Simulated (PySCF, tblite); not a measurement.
# C3H15NOSi3: geometry, infrared bands and NMR shifts

Wanted: the infrared bands and NMR shifts of C3H15NOSi3 (`C[SiH2][Si@@](C)(O)C[SiH2]N`), by calculation.

Programs: tblite 0.8.0 and PySCF 2.14.0, with density-fitted response routines of our own. Each step states its level of theory. These are calculated values for one molecule in the gas phase, unless marked as measured. Atoms are numbered from 0 throughout.

### 1 The starting structure

23 atoms, charge 0, multiplicity 1; geometry from: force field or distance geometry start.

Bonds of the start (Å): C0–Si1 1.85, Si1–Si2 2.23, Si2–C3 1.87, Si2–O4 1.70, Si2–C5 1.83, C5–Si6 1.85, Si6–N7 1.79, C0–H8 1.10, C0–H9 1.12, C0–H10 1.12, Si1–H11 1.47, Si1–H12 1.50, C3–H13 1.10, C3–H14 1.12, C3–H15 1.10, O4–H16 0.99, C5–H17 1.12, C5–H18 1.12, Si6–H19 1.45, Si6–H20 1.48, N7–H21 1.04, N7–H22 1.03.

### 2 Relaxing the molecule with GFN2-xTB

What the job is given:

```
{"job": {"kind": "relax", "xc": "GFN2-xTB", "basis": "xTB"}, "charge": 0, "multiplicity": 1}
C     -2.763500     1.372700     0.273700
Si    -0.916600     1.257400     0.401900
Si    -0.329000    -0.718000    -0.437500
C     -1.372000    -1.981800     0.464000
O     -0.855000    -0.743100    -2.057700
C      1.423100    -1.177900    -0.196600
Si     2.643000     0.180800    -0.507100
N      2.623900     1.338400     0.858400
H     -3.104800     2.412900     0.159300
H     -3.278100     0.875000     1.131900
H     -3.082300     0.810300    -0.635600
H     -0.370100     2.389500    -0.351900
H     -0.594100     1.362500     1.863900
H     -2.371600    -2.095400     0.024600
H     -1.458000    -1.614100     1.513600
H     -0.782400    -2.915400     0.482000
H     -0.369400    -1.475800    -2.514900
H      1.658700    -2.004400    -0.918400
H      1.566200    -1.546600     0.847500
H      2.507400     0.821400    -1.801900
H      3.987400    -0.429100    -0.482900
H      3.441600     1.965800     0.752900
H      1.790700     1.941800     0.858900
```

On the command line:

```console
$ OMP_NUM_THREADS=1 python probes_run.py task.json out
```

One launch serves the whole session: the jobs run in the order shown.

**Question.** This job is followed by: GFN2-xTB harmonic vibrations, gas phase; GIAO PBE0/pcSseg-1 NMR shielding, non-relativistic, gas phase. What will the session give for the following? strongest single infrared mode (GFN2-xTB); zero-point energy (GFN2-xTB); 13C shifts against TMS (PBE0/pcSseg-1); 1H shifts against TMS (PBE0/pcSseg-1, means over atoms taken as alike); 29Si shifts against TMS (PBE0/pcSseg-1); 17O shifts against H2O (PBE0/pcSseg-1); 15N shifts against NH3 (PBE0/pcSseg-1).

As calculated:

| quantity | value |
| --- | --- |
| strongest single infrared mode (GFN2-xTB) | 2158 cm⁻¹, 494 km/mol |
| zero-point energy (GFN2-xTB) | 108.2 kcal/mol |
| 13C shifts against TMS (PBE0/pcSseg-1) | 6.2, 5.8, -11.1 ppm |
| 1H shifts against TMS (PBE0/pcSseg-1, means over atoms taken as alike) | 5.13, 4.81, 3.93, 3.65, 0.84, 0.29, 0.26, -0.11, -0.13, -0.16 ppm |
| 29Si shifts against TMS (PBE0/pcSseg-1) | 13.1, -37.0, -85.2 ppm |
| 17O shifts against H2O (PBE0/pcSseg-1) | 36.6 ppm |
| 15N shifts against NH3 (PBE0/pcSseg-1) | 10.5 ppm |

**Reading.** Over 100 steps the energy fell by 0.794 eV; of the close pairs, Si1–Si2 changed most, 2.225 to 2.310 Å. All 63 modes are real, so the xTB geometry is a minimum. The strongest single mode, at 2158 cm⁻¹, moves mainly H11. GFN2-xTB is a fitted tight-binding method: band positions and strengths are rough. Its intensities can rank the bands wrongly. At PBE0/pcSseg-1: The widest tensor belongs to Si6: span 88 ppm, with a paramagnetic part of -494 ppm.
